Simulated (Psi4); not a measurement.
# InHCl2 (SMILES [Cl][InH][Cl]) at CAM-B3LYP/def2-SVPD (core potential)

What is the vertical singlet–triplet gap of InHCl2 at CAM-B3LYP/def2-SVPD (core potential)? 

The results are computed with Psi4 1.11.

## (1) The structure to begin with

InHCl2 has 4 atoms, charge 0, and is taken as a singlet. As SMILES, `[Cl][InH][Cl]`. The shape is that of a PBE0-D4/def2-TZVP optimisation.

Bond lengths: Cl1–In2 2.312 Å, In2–Cl3 2.312 Å, In2–H4 1.694 Å. Angles: Cl1–In2–Cl3 111.9°, Cl1–In2–H4 124.1°, Cl3–In2–H4 124.1°.

## (2) Energy and forces at CAM-B3LYP/def2-SVPD (core potential)

File job.json:

```json
{
  "schema_name": "qcschema_input",
  "schema_version": 1,
  "molecule": {
    "schema_name": "qcschema_molecule",
    "schema_version": 2,
    "symbols": ["Cl", "In", "Cl", "H"],
    "geometry": [-3.41530203, 1.33943788, -1.87574215, 0.282892, 0.24982179, 0.18065782, 1.01667266, -4.05535226, 0.03741658, 2.22080614, 2.35195313, 1.61930632],
    "molecular_charge": 0,
    "molecular_multiplicity": 1,
    "fix_symmetry": "c1"
  },
  "driver": "gradient",
  "model": {
    "method": "cam-b3lyp",
    "basis": "def2-SVPD"
  },
  "keywords": {
    "puream": true,
    "e_convergence": 1e-09,
    "d_convergence": 1e-08,
    "scf_type": "pk",
    "dft_radial_points": 99,
    "dft_spherical_points": 590
  }
}
```

Launch:

```sh
$ psi4 --qcschema job.json -n 1 --memory 1600MB
```

stdout, cut to the lines that bear on the results:

```text
[...]
                   'protocols': {'error_correction': {'default_policy': True, 'policies': None},
                                 'native_files': 'none',
[...]
    !!!  WARNING: ECP capability is in beta. Please check occupations closely.  !!!
[...]
  Running in c1 symmetry.
[...]
  Nuclear repulsion =  214.953731256332560
[...]
  Multiplicity = 1
[...]
  Nalpha       = 28
  Nbeta        = 28
[...]
    Number of basis functions: 94
[...]
   @RKS iter   1: -1110.85890704844587   -9.50730e-01   4.42869e-03 DIIS/ADIIS
[...]
   @RKS iter  10: -1110.94859738814148   -1.45519e-11   8.28905e-09 DIIS
[...]
    Orbital Energies [Eh]
    ---------------------
    Doubly Occupied:
       1A   -101.579323     2A   -101.579316     3A     -9.531532
       4A     -9.531524     5A     -7.298873     6A     -7.298858
       7A     -7.293612     8A     -7.293604     9A     -7.292719
      10A     -7.292710    11A     -4.812899    12A     -3.222310
      13A     -3.215089    14A     -3.212645    15A     -0.931545
      16A     -0.928304    17A     -0.902126    18A     -0.901002
      19A     -0.898427    20A     -0.869056    21A     -0.850395
      22A     -0.532695    23A     -0.432323    24A     -0.428009
      25A     -0.403121    26A     -0.388248    27A     -0.381900
      28A     -0.381418
[...]
  @RKS Final Energy: -1110.94859738814148
   => Energetics <=
    Nuclear Repulsion Energy =            214.9537312563325600
    One-Electron Energy =               -2034.3293531901517781
    Two-Electron Energy =                 764.0173107099706158
    DFT Exchange-Correlation Energy =     -55.5902861642928343
    Empirical Dispersion Energy =           0.0000000000000000
    VV10 Nonlocal Energy =                  0.0000000000000000
    Total Energy =                      -1110.9485973881414793
[...]
 Multipole Moments:
 ------------------------------------------------------------------------------------
     Multipole            Electronic (a.u.)      Nuclear  (a.u.)        Total (a.u.)
 ------------------------------------------------------------------------------------
 L = 1.  Multiply by 2.5417464519 to convert [e a0] to [Debye]
 Dipole X            :         18.4510913          -17.8102192            0.6408721
 Dipole Y            :         20.0143339          -19.3190718            0.6952621
 Dipole Z            :         13.6904053          -13.2149844            0.4754210
 Magnitude           :                                                    1.0583627
[...]
  -Total Gradient:
     Atom            X                  Y                   Z
    ------   -----------------  -----------------  -----------------
       1        0.009156086274    -0.002903735824     0.005065909737
       2       -0.007390015425    -0.008002984461    -0.005490287951
       3       -0.001994023585     0.010658680960     0.000251378144
       4        0.000253608079     0.000275891566     0.000192041698
[...]
```

The result, in JSON:

```text
{
 "driver": "gradient",
 "model": {
  "method": "cam-b3lyp",
  "basis": "def2-SVPD"
 },
 "success": true,
 "return_result": [0.009156086273997971, -0.002903735824496323, 0.005065909737086288, -0.007390015425421225, -0.008002984460795979, -0.005490287951423961, -0.001994023584856487, 0.010658680960239586, 0.00025137814351647086, 0.0002536080785260908, 0.0002758915663155226, 0.00019204169846868263],
 "properties": {
  "calcinfo_nbasis": 94,
  "calcinfo_nmo": 94,
  "calcinfo_nalpha": 28,
  "calcinfo_nbeta": 28,
  "calcinfo_natom": 4,
  "nuclear_repulsion_energy": 214.95373125633256,
  "return_energy": -1110.9485973881415,
  "return_gradient": [0.009156086273997971, -0.002903735824496323, 0.005065909737086288, -0.007390015425421225, -0.008002984460795979, -0.005490287951423961, -0.001994023584856487, 0.010658680960239586, 0.00025137814351647086, 0.0002536080785260908, 0.0002758915663155226, 0.00019204169846868263],
  "scf_one_electron_energy": -2034.3293531901518,
  "scf_two_electron_energy": 764.0173107099706,
  "scf_xc_energy": -55.590286164292834,
  "scf_dipole_moment": [0.640872107423391, 0.6952621148313014, 0.4754209521056687],
  "scf_total_energy": -1110.9485973881415,
  "scf_total_gradient": [0.009156086273997971, -0.002903735824496323, 0.005065909737086288, -0.007390015425421225, -0.008002984460795979, -0.005490287951423961, -0.001994023584856487, 0.010658680960239586, 0.00025137814351647086, 0.0002536080785260908, 0.0002758915663155226, 0.00019204169846868263],
  "scf_iterations": 10
 }
}
```

It took 20 s on 1 thread of Intel Xeon 6975P-C (Granite Rapids), shared host; peak memory 0.92 GiB.

## (3) The triplet at the same level

File calc.py:

```python
import psi4

psi4.set_memory(1600000000)
psi4.set_num_threads(1)
psi4.set_output_file('psi4.out', False)

molecule = psi4.geometry("""
0 3
Cl    -1.807300     0.708800    -0.992600
In     0.149700     0.132200     0.095600
Cl     0.538000    -2.146000     0.019800
H      1.175200     1.244600     0.856900
symmetry c1
no_reorient
no_com
""")

psi4.set_options({
    'reference': 'uks',
    'puream': True,
    'e_convergence': 1e-09,
    'd_convergence': 1e-08,
    'scf_type': 'pk',
    'dft_radial_points': 99,
    'dft_spherical_points': 590,
    'maxiter': 200,
})

result, w = psi4.gradient("cam-b3lyp/def2-SVPD", return_wfn=True)
psi4.oeprop(w, "LOWDIN_CHARGES", "WIBERG_LOWDIN_INDICES", "MULLIKEN_CHARGES")
print('gradient / Eh bohr^-1')
print(result.np.round(6))
print(f'energy = {w.energy():.10f} Eh')
```

Launch:

```sh
$ python calc.py
```

psi4.out, cut to the lines that bear on the results:

```text
[...]
    !!!  WARNING: ECP capability is in beta. Please check occupations closely.  !!!
[...]
  Running in c1 symmetry.
[...]
  Nuclear repulsion =  214.953731184277103
[...]
  Multiplicity = 3
[...]
  Nalpha       = 29
  Nbeta        = 27
[...]
    Number of basis functions: 94
[...]
   @UKS iter   1: -1110.63597224327259   -7.23993e-01   4.59386e-03 DIIS/ADIIS
[...]
   @UKS iter  23: -1110.74822569055937   -1.63709e-11   8.26891e-09 DIIS
[...]
   @S^2 Observed:                2.014084641E+00
[...]
  @UKS Final Energy: -1110.74822569055937
   => Energetics <=
    Nuclear Repulsion Energy =            214.9537311842771032
    One-Electron Energy =               -2034.0907150821185496
    Two-Electron Energy =                 763.9720788883245177
    DFT Exchange-Correlation Energy =     -55.5833206810424514
    Empirical Dispersion Energy =           0.0000000000000000
    VV10 Nonlocal Energy =                  0.0000000000000000
    Total Energy =                      -1110.7482256905595932
[...]
 Multipole Moments:
 ------------------------------------------------------------------------------------
     Multipole            Electronic (a.u.)      Nuclear  (a.u.)        Total (a.u.)
 ------------------------------------------------------------------------------------
 L = 1.  Multiply by 2.5417464519 to convert [e a0] to [Debye]
 Dipole X            :         33.1430676          -32.6151611            0.5279065
 Dipole Y            :         39.1453390          -38.5723338            0.5730053
 Dipole Z            :         26.2315998          -25.8384143            0.3931855
 Magnitude           :                                                    0.8727056
[...]
  -Total Gradient:
     Atom            X                  Y                   Z
    ------   -----------------  -----------------  -----------------
       1        0.045064970900    -0.022060577468     0.023840146946
       2        0.011847046492     0.012907346350     0.008933786487
       3       -0.016559650019     0.052945041503    -0.002762347998
       4       -0.040326261786    -0.043763468118    -0.029992207135
[...]
```

Standard output:

```text
Memory set to   1.490 GiB by Python driver.
  Threads set to 1 by Python driver.
gradient / Eh bohr^-1
[[ 0.045065 -0.022061  0.02384 ]
 [ 0.011847  0.012907  0.008934]
 [-0.01656   0.052945 -0.002762]
 [-0.040326 -0.043763 -0.029992]]
energy = -1110.7482256906 Eh
```

It took 33 s on 1 thread of Intel Xeon 6975P-C (Granite Rapids), shared host; peak memory 0.92 GiB.

## (4) What came out

At CAM-B3LYP/def2-SVPD (core potential):

| quantity | value |
| --- | --- |
| singlet: total energy | -1110.94860 Eh |
| singlet: dipole moment | 2.69 D |
| singlet: HOMO energy | -10.38 eV |
| singlet: LUMO energy | -1.22 eV |
| singlet: HOMO–LUMO gap | 9.16 eV |
| singlet: largest force on an atom | 0.627 eV/Å |
| triplet: total energy | -1110.74823 Eh |
| triplet: dipole moment | 2.22 D |
| triplet: HOMO energy (highest over α and β) | -5.14 eV |
| triplet: ⟨S²⟩ | 2.014 |
| triplet: largest force on an atom | 3.427 eV/Å |
| vertical energy of the triplet above the singlet | 5.452 eV |

At this shape the triplet lies 5.45 eV (526 kJ/mol) above the singlet. The largest force (singlet) is 0.63 eV/Å: the shape isn't a stationary point for this species at this level.
